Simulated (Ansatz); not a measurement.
Crystal: MgGe2.

```xyz
6
Lattice="5.5215 -1.8498 0.0000 5.5215 1.8498 0.0000 -3.2176 0.0000 6.0078" Properties=species:S:1:pos:R:3 pbc="T T T"
Ge    4.8996    0.0000    1.7640
Ge    2.9258    0.0000    4.2438
Ge    6.5513    0.0000    5.9203
Ge    1.2740    0.0000    0.0875
Mg    7.8794    0.0000    2.0982
Mg   -0.0541    0.0000    3.9095
```

The cell comes from a database or a generator and needn't be the stable form of this composition.

Base run:

```yaml
Program: Ansatz 0.2.0
Functional: LDA
Potentials_or_basis: Ansatz PAW
Cutoff: 420 eV
Density_cutoff: 1680 eV
k_mesh: 8 × 8 × 5
Occupations: fermi-dirac, width 0.05 eV
Spin: no spin polarisation
```

Its results: band gap on the k mesh none (metal or under the smearing width); pressure -4.3 GPa; largest force 0.246 eV/Å.

**Question.** The run is repeated on the same cell with these changes: functional from LDA to PBEsol; k mesh from 8 × 8 × 5 to 8 × 8 × 4. What comes out?

**Answer.** Band gap on the k mesh none (metal or under the smearing width); pressure -2.8 GPa; largest force 0.166 eV/Å.

Several settings changed at once, so the effect can't be laid on one alone.

Caveats: the PAW data sets come from PBE, with cores solved anew for the run's functional, which leaves a small shift of forces and pressure; the density of states is complete only up to the lowest level of the last band computed (some runs).

Not every run made on this cell is shown here.
